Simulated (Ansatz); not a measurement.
# Cl4H4Si2: the cost of one run

Computed with Ansatz 0.2.0, Gaussian basis. Level: PBE0-D4/def2-SVP.

23 further runs of the same task are left out: 1 that didn't finish, 22 set aside as unsound or not needed.

## 1. Where the work starts

The first end: 10 atoms, charge 0, spin multiplicity 1.

Atoms are counted from 1 here; the program's logs count them from 0.

Bond lengths: Si1–Si2 2.333 Å, Si1–Cl3 2.041 Å, Si1–Cl4 2.041 Å, Si1–Cl5 2.061 Å, Si2–H8 1.485 Å, Si2–H9 1.482 Å, Si2–H10 1.482 Å, H6–Cl7 1.285 Å. Angles: Si2–Si1–Cl3 110.7°, Si2–Si1–Cl4 110.7°, Si2–Si1–Cl5 112.5°, Cl3–Si1–Cl4 108.5°, Cl3–Si1–Cl5 107.1°, Cl4–Si1–Cl5 107.1°, Si1–Si2–H8 106.1°, Si1–Si2–H9 108.8°, Si1–Si2–H10 108.8°, H8–Si2–H9 110.7°, H8–Si2–H10 110.7°, H9–Si2–H10 111.5°.

Geometry (Å):

```
Si   -1.0377   -0.0755   -0.9432
Si    0.4266   -1.1724    0.5052
Cl   -0.7619   -0.7090   -2.8637
Cl   -2.9767   -0.4318   -0.4153
Cl   -0.7724    1.9679   -0.9353
H     1.0385    2.3804    0.7136
Cl    1.9689    2.2538    1.5904
H     0.1238   -2.6205    0.3777
H     1.8187   -0.8891    0.0826
H     0.1721   -0.7037    1.8880
```

The second end:

```xyz
10
charge 0, multiplicity 1
Si   -1.32561    1.23971   -1.32808
Si    1.38464   -1.28570    1.38561
Cl   -0.05212   -0.00909   -2.30048
Cl   -2.29293    0.21630    0.13615
Cl   -2.69360    1.95257   -2.65034
H    -0.58074    2.36212   -0.74671
Cl    1.41836    0.76713    1.23682
H     0.33322   -1.80738    0.48639
H     2.71588   -1.79672    0.98737
H     1.09280   -1.63894    2.79337
```

## 2. The band at PBE0-D4/def2-SVP

The input, neb/in.yaml:

```yaml
crystal:
  periodic: [false, false, false]
  atoms:
    - {symbol: Si, position_ang: [-1.037670, -0.075498, -0.943181]}
    - {symbol: Si, position_ang: [0.426567, -1.172431, 0.505211]}
    - {symbol: Cl, position_ang: [-0.761887, -0.709008, -2.863659]}
    - {symbol: Cl, position_ang: [-2.976718, -0.431834, -0.415283]}
    - {symbol: Cl, position_ang: [-0.772376, 1.967930, -0.935257]}
    - {symbol: H, position_ang: [1.038522, 2.380377, 0.713569]}
    - {symbol: Cl, position_ang: [1.968914, 2.253764, 1.590437]}
    - {symbol: H, position_ang: [0.123828, -2.620471, 0.377666]}
    - {symbol: H, position_ang: [1.818654, -0.889105, 0.082589]}
    - {symbol: H, position_ang: [0.172066, -0.703725, 1.888008]}
basis:
  gaussian: {orbitals: def2-SVP}
hamiltonian: {xc: pbe0, dispersion: d4}
neb:
  images: 5
  climbing: true
  max_iterations: 40
  initial_path: idpp
  final_atoms:
    - {symbol: Si, position_ang: [-1.325614, 1.239711, -1.328081]}
    - {symbol: Si, position_ang: [1.384645, -1.285697, 1.385611]}
    - {symbol: Cl, position_ang: [-0.052125, -0.009086, -2.300477]}
    - {symbol: Cl, position_ang: [-2.292928, 0.216301, 0.136154]}
    - {symbol: Cl, position_ang: [-2.693595, 1.952566, -2.650344]}
    - {symbol: H, position_ang: [-0.580737, 2.362116, -0.746709]}
    - {symbol: Cl, position_ang: [1.418355, 0.767132, 1.236821]}
    - {symbol: H, position_ang: [0.333220, -1.807381, 0.486387]}
    - {symbol: H, position_ang: [2.715876, -1.796724, 0.987368]}
    - {symbol: H, position_ang: [1.092802, -1.638938, 2.793371]}
```

On the command line:

```bash
$ ansatz run in.yaml --threads 2 --pin off --events-out ev --progress --plain --max-ram 32768MiB --backend cpu
```

**Question.** How long does this run take on 2 threads of AMD EPYC 7R13, shared host?

About 12 min.
